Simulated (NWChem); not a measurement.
# TiH4 (SMILES [H][Ti]([H])([H])[H]) at 5 levels

Aim: a comparison of 5 runs (HF/STO-3G, HF/3-21G, HF/def2-SVP, B3LYP/6-31G*, CCSD/3-21G) of TiH4. 

The calculation is run with NWChem 7.3.0.

### Step 1. The system as given

The species is TiH4 (5 atoms), meant as a singlet with charge 0. SMILES: `[H][Ti]([H])([H])[H]`. Geometry: a GFN2-xTB relaxation, a rough one for these elements and not checked as a minimum.

Bond lengths: Ti1–H2 1.731 Å, Ti1–H3 1.731 Å, Ti1–H4 1.731 Å, Ti1–H5 1.731 Å. Angles: H2–Ti1–H3 109.4°, H2–Ti1–H4 109.4°, H2–Ti1–H5 109.5°, H3–Ti1–H4 109.5°, H3–Ti1–H5 109.5°, H4–Ti1–H5 109.4°.

### Step 2. Energy and forces at HF/STO-3G (run 1)

Input file h4ti.nw:

```
start h4ti
memory stack 880 mb heap 220 mb global 1100 mb

geometry noautosym nocenter noautoz
 Ti      -0.000010      -0.000210      -0.000150
 H        0.010960      -0.016820       1.730970
 H        1.628940       0.010440      -0.586290
 H       -0.824250       1.416520      -0.557510
 H       -0.815640      -1.409940      -0.587010
end

basis spherical bse
 * library STO-3G
end

scf
 thresh 1e-08
 maxiter 80
 print medium
end

task scf gradient
```

Command:

```console
$ nwchem h4ti.nw > h4ti.out
```

Log:

```text
[...]
  functions       =    22
[...]
  wavefunction    = RHF
[...]
         Total SCF energy =   -842.045741503918
      One-electron energy =  -1203.040886416816
      Two-electron energy =    332.973304601520
 Nuclear repulsion energy =     28.021840311378
        Time for solution =      0.4s
[...]
                         RHF ENERGY GRADIENTS
    atom               coordinates                        gradient
                 x          y          z           x          y          z
   1 Ti     -0.000019  -0.000397  -0.000283   -0.000010  -0.000072  -0.000051
   2 H       0.020711  -0.031785   3.271059    0.000155  -0.000172   0.021313
   3 H       3.078250   0.019729  -1.107927    0.020058   0.000128  -0.007186
   4 H      -1.557607   2.676835  -1.053541   -0.010165   0.017436  -0.006842
   5 H      -1.541336  -2.664400  -1.109288   -0.010038  -0.017320  -0.007234
[...]
```

Run time: 1.2 s. Hardware: 1 thread of Intel Xeon 6975P-C (Granite Rapids), shared host; peak memory 0.097 GiB.

### Step 3. Energy and forces at HF/3-21G (run 2)

Input file h4ti.nw:

```
start h4ti
title "H4Ti gradient"
memory 2200 mb
charge 0

geometry units angstrom noautosym nocenter noautoz
   Ti    -0.000010    -0.000210    -0.000150
   H      0.010960    -0.016820     1.730970
   H      1.628940     0.010440    -0.586290
   H     -0.824250     1.416520    -0.557510
   H     -0.815640    -1.409940    -0.587010
end

basis spherical bse
   * library 3-21G
end

scf
   nopen 0
   rhf
   thresh 1e-08
   maxiter 80
   noprint "final vectors analysis"
end

task scf gradient
```

Command:

```console
$ nwchem h4ti.nw > h4ti.out
```

Log:

```text
[...]
  functions       =    35
[...]
  wavefunction    = RHF
[...]
         Total SCF energy =   -846.409080306991
      One-electron energy =  -1211.311841285025
      Two-electron energy =    336.880920666655
 Nuclear repulsion energy =     28.021840311378
        Time for solution =      0.8s
[...]
                         RHF ENERGY GRADIENTS
    atom               coordinates                        gradient
                 x          y          z           x          y          z
   1 Ti     -0.000019  -0.000397  -0.000283   -0.000005  -0.000044  -0.000032
   2 H       0.020711  -0.031785   3.271059    0.000123  -0.000144   0.017103
   3 H       3.078250   0.019729  -1.107927    0.016093   0.000099  -0.005770
   4 H      -1.557607   2.676835  -1.053541   -0.008157   0.013991  -0.005495
   5 H      -1.541336  -2.664400  -1.109288   -0.008054  -0.013902  -0.005806
[...]
```

Wall time 1.5 s (1 thread of Intel Xeon 6975P-C (Granite Rapids), shared host); peak memory 0.099 GiB.

Runs 3 to 4 aren't shown in full; the table further down has their settings and results.

### Step 4. A single-point energy at CCSD/3-21G (run 5)

Input file job.nw:

```
start job
title "TiH4"
memory 2200 mb

geometry units angstroms noautosym nocenter noautoz
 Ti      -0.000010      -0.000210      -0.000150
 H        0.010960      -0.016820       1.730970
 H        1.628940       0.010440      -0.586290
 H       -0.824250       1.416520      -0.557510
 H       -0.815640      -1.409940      -0.587010
end

basis spherical bse
 * library 3-21G
end

scf
 thresh 1e-08
 maxiter 80
 print low
end

ccsd
 freeze core 5
 maxiter 60
end

task ccsd energy
```

Command:

```console
$ nwchem job.nw > job.out
```

Log:

```text
[...]
  functions       =    35
[...]
  wavefunction    = RHF
[...]
         Total SCF energy =   -846.409080306991
      One-electron energy =  -1211.311841285025
      Two-electron energy =    336.880920666655
 Nuclear repulsion energy =     28.021840311378
        Time for solution =      0.8s
[...]
 Total MP2 energy:           -846.635451566106667
[...]
             energy      energy      error      ampl     ampl      Block
                                                time     time      time
[...]
 Total CCSD energy:           -846.667272598417981
[...]
```

Wall time 3.9 s (1 thread of Intel Xeon 6975P-C (Granite Rapids), shared host); peak memory 0.1 GiB.

### Step 5. The series

| run | level | iteration cap | module | energy (Eh) | dipole moment (D) | largest force (eV/Å) | wall time |
| --- | --- | --- | --- | --- | --- | --- | --- |
| 1 | HF/STO-3G | 80 | scf | -842.045742 | 0.00 | 1.096 | 1.2 s |
| 2 | HF/3-21G | 80 | scf | -846.409080 | 0.00 | 0.880 | 1.5 s |
| 3 | HF/def2-SVP | 80 | scf | -850.472644 | 0.00 | 0.632 | 6 s |
| 4 | B3LYP/6-31G* (spherical functions) | 100 | dft | -851.688457 | 0.00 | 0.397 | 36 s |
| 5 | CCSD/3-21G | 80 | ccsd | -846.667273 | – | – | 3.9 s |

### Step 6. Summary of results

| quantity | value |
| --- | --- |
| run 5: total energy | -846.66727 Eh |
| run 5: correlation energy (5 core orbitals frozen) | -258.2 mEh |

What this shows: In run 1 the basis is minimal, so the values are rough. All runs together took 49 s, the longest 36 s.
